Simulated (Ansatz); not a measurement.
**C3FN3Si: basis-set convergence**

An exercise on one series of results from a longer session: the logs are not shown, and one member is left open.

Method: one geometry, several basis sets; program: Ansatz 0.2.0, Gaussian basis.

Levels to be run: PBE0-D4/def2-SVP; ωB97M-V/def2-SVP; PBE0-D4/def2-QZVPP; ωB97M-V/def2-QZVPP; the functionals' def2-TZVPP values are taken from earlier runs.

### The geometry

All runs share one geometry, relaxed beforehand with PBE0-D4 in a triple-zeta def2 set.

8 atoms, charge 0, spin multiplicity 1.

Atoms are counted from 1 here; the program's logs count them from 0.

Bond lengths: N1–C2 1.151 Å, C2–Si3 1.822 Å, Si3–F4 1.567 Å, Si3–C5 1.822 Å, Si3–C7 1.822 Å, C5–N6 1.151 Å, C7–N8 1.151 Å. Angles: N1–C2–Si3 179.5°, C2–Si3–F4 109.7°, C2–Si3–C5 109.2°, C2–Si3–C7 109.2°, F4–Si3–C5 109.7°, F4–Si3–C7 109.7°, C5–Si3–C7 109.2°, Si3–C5–N6 179.5°, Si3–C7–N8 179.5°.

Coordinates:

```mol
C3FN3Si
  3D, bonds by distance, orders not assigned

  8  7  0  0  0  0  0  0  0  0999 V2000
    2.2813    0.0272    1.7302 N   0  0
    1.4741    0.0423    0.9100 C   0  0
    0.1846    0.0630   -0.3776 Si  0  0
    0.8384    0.3280   -1.7771 F   0  0
   -1.0177    1.3797   -0.0007 C   0  0
   -1.7789    2.2067    0.2464 N   0  0
   -0.6727   -1.5450   -0.3933 C   0  0
   -1.2171   -2.5590   -0.3936 N   0  0
  1  2  8  0
  2  3  8  0
  3  4  8  0
  3  5  8  0
  5  6  8  0
  3  7  8  0
  7  8  8  0
M  END
```

The first run:

The input, in.yaml:

```yaml
crystal:
  periodic: [false, false, false]
  atoms:
    - {symbol: N, position_ang: [2.281348, 0.027218, 1.730164]}
    - {symbol: C, position_ang: [1.474083, 0.042286, 0.910016]}
    - {symbol: Si, position_ang: [0.184606, 0.063049, -0.377571]}
    - {symbol: F, position_ang: [0.838385, 0.328017, -1.777143]}
    - {symbol: C, position_ang: [-1.017671, 1.379697, -0.000702]}
    - {symbol: N, position_ang: [-1.778937, 2.206724, 0.246376]}
    - {symbol: C, position_ang: [-0.672732, -1.544987, -0.393322]}
    - {symbol: N, position_ang: [-1.217082, -2.559004, -0.393620]}
basis:
  gaussian: {orbitals: def2-SVP}
hamiltonian: {xc: pbe0, dispersion: d4}
output: {orbitals: {seedname: orbitals}}
```

The run is started by

```sh
ansatz run in.yaml --threads 4 --pin off --events-out ev --progress --plain --max-ram 10444MiB
```

Among the steps run: PBE0-D4 in def2-SVP; ωB97M-V in def2-SVP; PBE0-D4 in def2-QZVPP; ωB97M-V in def2-QZVPP.

One table of the session follows, with a row left open; its other results are not shown here.

It belongs to the step «Density functionals: the series». 

```
functional       basis  HOMO (eV)  LUMO (eV)
   PBE0-D4    def2-SVP     -11.12      -3.12
   PBE0-D4  def2-TZVPP     -11.17      -3.33
   PBE0-D4  def2-QZVPP     -11.18      -3.35
   ωB97M-V    def2-SVP     -13.40      -0.94
   ωB97M-V  def2-TZVPP     -13.49      -1.23
   ωB97M-V  def2-QZVPP          ?          ?
```

**Question.** Estimate the row for ωB97M-V, def2-QZVPP.

As computed: HOMO (eV): -13.50; LUMO (eV): -1.26. In the column «HOMO (eV)» it is the lowest.
